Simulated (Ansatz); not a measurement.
# CH3F2GaS: the cost of one run

Method: RKS PBE0-D4/def2-SVP, in Ansatz 0.2.0.

## Step 1: The structure to begin with

Bond lengths: C1–S2 1.833 Å, S2–Ga3 2.233 Å, Ga3–F4 1.774 Å, Ga3–F5 1.757 Å, C1–H6 1.088 Å, C1–H7 1.086 Å, C1–H8 1.087 Å. Angles: C1–S2–Ga3 98.1°, S2–C1–H6 110.5°, S2–C1–H7 105.3°, S2–C1–H8 110.3°, H6–C1–H7 109.9°, H6–C1–H8 110.7°, H7–C1–H8 110.0°, S2–Ga3–F4 117.0°, S2–Ga3–F5 129.3°, F4–Ga3–F5 113.7°.

Coordinates:

```xyz
8

C    -0.5150   -0.8302    1.0008
S     0.7762    0.4692    1.0757
Ga    0.7288    1.0824   -1.0712
F    -0.3515    0.1742   -2.1458
F     1.6260    2.3556   -1.8852
H    -0.3008   -1.5353    0.2006
H    -0.4689   -1.3362    1.9610
H    -1.4949   -0.3797    0.8642
```

## Step 2: End point A

input.yaml reads:

```yaml
crystal:
  periodic: [false, false, false]
  atoms:
    - { symbol: C, position_ang: [-0.515, -0.83021, 1.00079] }
    - { symbol: S, position_ang: [0.77618, 0.46915, 1.07568] }
    - { symbol: Ga, position_ang: [0.72882, 1.08239, -1.07121] }
    - { symbol: F, position_ang: [-0.35152, 0.1742, -2.14585] }
    - { symbol: F, position_ang: [1.62602, 2.35561, -1.88519] }
    - { symbol: H, position_ang: [-0.30076, -1.53527, 0.20059] }
    - { symbol: H, position_ang: [-0.46887, -1.33619, 1.961] }
    - { symbol: H, position_ang: [-1.49487, -0.37968, 0.86419] }
basis:
  gaussian: { orbitals: def2-SVP }
hamiltonian:
  xc: pbe0
  dispersion: d4
relax:
  f_tol: 0.015
  max_steps: 40
```

Command:

```bash
> ansatz run input.yaml --threads 2 --pin off --max-ram 3072MiB --backend cpu --events-out ev --progress --plain --runs-dir out
```

What time and memory should one allow on 2 threads of Arm Neoverse V1, shared host?

About 78 s, with a peak of 0.26 GiB.
